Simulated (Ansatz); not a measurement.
**NaLaMnMoO6 in Ansatz: the effect of Hubbard term**

Crystal: NaLaMnMoO6.

```
CELL_PARAMETERS angstrom
5.10934 -0.00669 0.01056
-0.23945 5.68925 0.00703
-0.92899 -2.82542 5.11884
ATOMIC_POSITIONS crystal
Na 0.40776 0.38086 0.07519
La 0.03690 0.66325 0.68598
Mn 0.44271 0.04268 0.40638
Mo 0.90251 0.96387 0.30442
O 0.73627 0.69569 0.99417
O 0.72288 0.91846 0.55299
O 0.70112 0.27368 0.37292
O 0.19224 0.75325 0.36660
O 0.17926 0.03365 0.11672
O 0.20034 0.27462 0.63197
```

The cell was built by a generator and needn't be a form met in nature.

Alike in all runs:

| Item | Value |
| --- | --- |
| Program | Ansatz 0.2.0 |
| Task | single point |
| Functional | PBE |
| Potentials or basis | all-electron LAPW, scalar-relativistic |
| Cutoff | 461 eV (chosen from the basis error) |
| Basis error allowed | 0.002 eV/atom |
| k mesh | 4 × 4 × 4 |
| Occupations | fermi-dirac, width 0.05 eV |
| Spin | collinear spin, ferromagnetic start |
| Starting moments | [0.0, 0.0, 4.0, 1.0, 0.0, 0.0, 0.0, 0.0, 0.0, 0.0] μB |

| Hubbard term | gap on the mesh (eV) | pressure (GPa) | moment (μB) | largest force (eV/Å) |
| --- | --- | --- | --- | --- |
| none | ? | ? | ? | ? |
| La f U = 3 eV, Mn d U = 3 eV, Mo d U = 3 eV | 1.55 | 2.7 | 3.00 | 1.05 |
| La f U = 6 eV, Mn d U = 6 eV, Mo d U = 6 eV | 1.04 | 6.5 | 5.00 | 3.14 |

Task: What does the run with Hubbard term none give?

Result: gap on the mesh 0.87 eV; pressure 0.0 GPa; moment 3.00 μB; largest force 0.01 eV/Å.

Caveats: spin-orbit coupling is left out, which moves the levels of the heavy elements; a cell with one magnetic atom can't hold antiferromagnetic order, which such compounds often take; the starting moments weren't kept (some runs); the magnetic state may not be the lowest (some runs); U is the effective U less J, on atomic orbitals that reach past the spheres (some runs); forces of over 1 eV/Å show positions far from the minimum, so gaps and moduli don't describe the material at rest (some runs).

A k mesh can miss the band edges.

A gap of «none» marks a metal or a gap under the smearing width.
